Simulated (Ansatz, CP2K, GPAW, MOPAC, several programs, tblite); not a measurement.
**CsPbCl3: cheap methods against density-functional theory**

How much accuracy does each second buy? CsPbCl3 is computed with 9 methods, from the cheapest up to r2SCAN.

Method: no spin polarisation, static lattice; gaps from single points on the cell relaxed beforehand with r²SCAN, in MOPAC, tblite, CP2K, Ansatz (versions at each run).

### Step 1. The starting structure

It takes space group Pm-3m (No. 221, cubic). Conventional cell: a = 5.677 Å, b = 5.677 Å, c = 5.677 Å, α = 90.00°, β = 90.00°, γ = 90.00°. Cs (site symmetry m-3m) is surrounded by 12 Cl at 4.01 Å. Pb (site symmetry m-3m) has 6 Cl at 2.84 Å as nearest neighbours. Around Cl (site symmetry 4/mmm) lie 2 Pb at 2.84 Å and 4 Cs at 4.01 Å.

As a file:

```cif
data_structure
_symmetry_space_group_name_H-M 'Pm-3m'
_symmetry_Int_Tables_number 221
_cell_length_a 5.6771
_cell_length_b 5.6771
_cell_length_c 5.6771
_cell_angle_alpha 90.000
_cell_angle_beta 90.000
_cell_angle_gamma 90.000
_cell_volume 182.97
loop_
_atom_site_label
_atom_site_type_symbol
_atom_site_symmetry_multiplicity
_atom_site_Wyckoff_symbol
_atom_site_fract_x
_atom_site_fract_y
_atom_site_fract_z
_atom_site_occupancy
Cs1 Cs 1 a 0.00000 0.00000 0.00000 1
Pb1 Pb 1 b 0.50000 0.50000 0.50000 1
Cl1 Cl 3 c 0.50000 0.50000 0.00000 1
```

The structure type (cubic perovskite) is imposed and need not be the compound's stable one.

**Question.** The methods are PM6, PM7, GFN1-xTB (tblite), GFN2-xTB (tblite), PBE/DZVP, PBE/SZV, coarse PBE, PBE, r2SCAN. What gap does r2SCAN give on this cell, and which other methods (full PBE left aside) come nearest to r2SCAN and farthest in gap, volume and bulk modulus?

```
                                               quantity                                  value
                                                 r2SCAN  gap 2.46 eV, 36.59 Å³/atom, B₀ 25 GPa
         gap: nearest and farthest of the other methods  coarse PBE (-0.39 eV), PM7 (+6.47 eV)
      volume: nearest and farthest of the other methods        PBE/DZVP (+2.8 %), PM7 (+7.0 %)
bulk modulus: nearest and farthest of the other methods            PBE/SZV (+2 %), PM7 (+26 %)
```

**Reading.** For the gap, of the 6 methods compared (full PBE left aside), coarse PBE comes nearest to r2SCAN and PM7 is farthest. Among the 3 methods compared for the volume (full PBE left aside), PBE/DZVP is nearest to r2SCAN and PM7 farthest. For the bulk modulus, of the 3 methods compared (full PBE left aside), PBE/SZV comes nearest to r2SCAN and PM7 is farthest. A minimal basis or a coarse cutoff and mesh shifts results by its own error, so closeness to r2SCAN can be chance. Cluster runs see only the k-points that fold onto the zone centre, so their gaps can miss the band edges. GFN1-xTB (tblite) ended in an unphysical state and is left out of the comparison. No volume is given for PM6, GFN2-xTB (tblite), coarse PBE, which can hide a larger miss. The crystal is layered or molecular; volumes and moduli at fixed shape hide how each method binds the layers. CPU times run from 1.2 s (coarse PBE) to 20 s (PBE/DZVP). On this cell PBE/DZVP cost more than r2SCAN itself (8.1 s), so it is no saving here. r2SCAN is a yardstick, not the truth: it usually gives gaps below the measured ones. Spin-orbit coupling is left out throughout.
